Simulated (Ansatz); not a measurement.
# Cl₂H₂OSi: up Jacob's ladder to CCSD(T)

One table from this session's results is given with a row withheld; the runs are named, their logs left out.

Computed with Ansatz 0.2.0, Gaussian basis. Level: functionals in def2-TZVPP, the program's frozen cores in correlated methods.

The runs, in order: LDA (SPW92), PBE-D4, revPBE-D4, BLYP-D4, r2SCAN-D4, B97M-V, PBE0-D4, B3LYP-D4, r2SCANh-D4, r2SCAN0-D4, HSE06-D4, BHLYP-D4, CAM-B3LYP-D4, LC-ωPBE, ωB97X-V, ωB97M-V, B2PLYP, PBE-QIDH; CCSD(T)/def2-SVP; CCSD(T)/def2-TZVPP; CCSD(T)/def2-QZVPP; extrapolation to the limit.

## The geometry

The geometry comes from an earlier relaxation with PBE0-D4 in a triple-zeta def2 set; it is a stationary point.

SMILES `O[SiH](Cl)Cl`, 6 atoms, charge 0, spin multiplicity 1.

Atoms are counted from 1 here; the program's logs count them from 0.

Bond lengths: O1–Si2 1.621 Å, O1–H5 0.959 Å, Si2–Cl3 2.041 Å, Si2–Cl4 2.041 Å, Si2–H6 1.467 Å. Angles: Si2–O1–H5 119.4°, O1–Si2–Cl3 111.2°, O1–Si2–Cl4 111.2°, O1–Si2–H6 107.3°, Cl3–Si2–Cl4 107.4°, Cl3–Si2–H6 109.8°, Cl4–Si2–H6 109.8°.

The first run:

File in.yaml:

```yaml
crystal:
  periodic: [false, false, false]
  atoms:
    - {symbol: O, position_ang: [0.408095, 1.187576, -0.454395]}
    - {symbol: Si, position_ang: [0.088220, -0.212699, 0.297069]}
    - {symbol: Cl, position_ang: [0.587984, -1.809589, -0.872471]}
    - {symbol: Cl, position_ang: [-1.897948, -0.376490, 0.739726]}
    - {symbol: H, position_ang: [-0.021279, 1.382413, -1.289635]}
    - {symbol: H, position_ang: [0.877028, -0.235312, 1.533505]}
basis:
  gaussian: {orbitals: def2-TZVPP}
hamiltonian: {xc: lda}
output: {orbitals: {seedname: orbitals}}
```

Command:

```console
$ ansatz run in.yaml --threads 2 --pin off --events-out ev --progress --plain --max-ram 32768MiB --backend cpu
```

Among the steps run: LDA; PBE-D4 (GGA); revPBE-D4 (GGA); BLYP-D4 (GGA); r2SCAN-D4 (meta-GGA); B97M-V (meta-GGA); PBE0-D4 (hybrid); B3LYP-D4 (hybrid); r2SCANh-D4 (hybrid); r2SCAN0-D4 (hybrid); HSE06-D4 (hybrid); BHLYP-D4 (hybrid); CAM-B3LYP-D4 (range-separated); LC-ωPBE (range-separated); ωB97X-V (range-separated); ωB97M-V (range-separated); B2PLYP (double hybrid); PBE-QIDH (double hybrid).

One table of the session follows, with a row left open; its other results are not shown here.

It belongs to the step «Orbital energies across the functionals». 

```
  functional  HOMO (eV)  LUMO (eV)  gap (eV)
 LDA (SPW92)      -7.88      -0.75      7.13
      PBE-D4      -7.73      -0.54      7.19
   revPBE-D4      -7.68      -0.45      7.23
     BLYP-D4      -7.57      -0.51      7.05
   r2SCAN-D4      -8.12       0.00      8.12
      B97M-V      -8.22      -0.24      7.98
     PBE0-D4      -9.21       0.37      9.58
    B3LYP-D4      -8.91       0.05      8.97
  r2SCANh-D4      -8.66       0.29      8.95
  r2SCAN0-D4      -9.46       0.72     10.18
    HSE06-D4      -8.80       0.00      8.80
    BHLYP-D4          ?          ?         ?
CAM-B3LYP-D4     -10.58       1.25     11.83
     LC-ωPBE     -12.04       2.56     14.59
     ωB97X-V     -11.64       2.38     14.02
     ωB97M-V     -11.47       1.98     13.46
```

Estimate the missing values for BHLYP-D4.

Worked estimate for «HOMO (eV)». Against the share of exact exchange, BLYP-D4 (0, -7.57), B3LYP-D4 (0.2, -8.91) give a slope of -6.70 per unit share; at 0.5 the line stands at -10.92.

**Answer.** HOMO (eV): -10.51; LUMO (eV): 1.14; gap (eV): 11.65. In «HOMO (eV)» the line misses by -0.41.
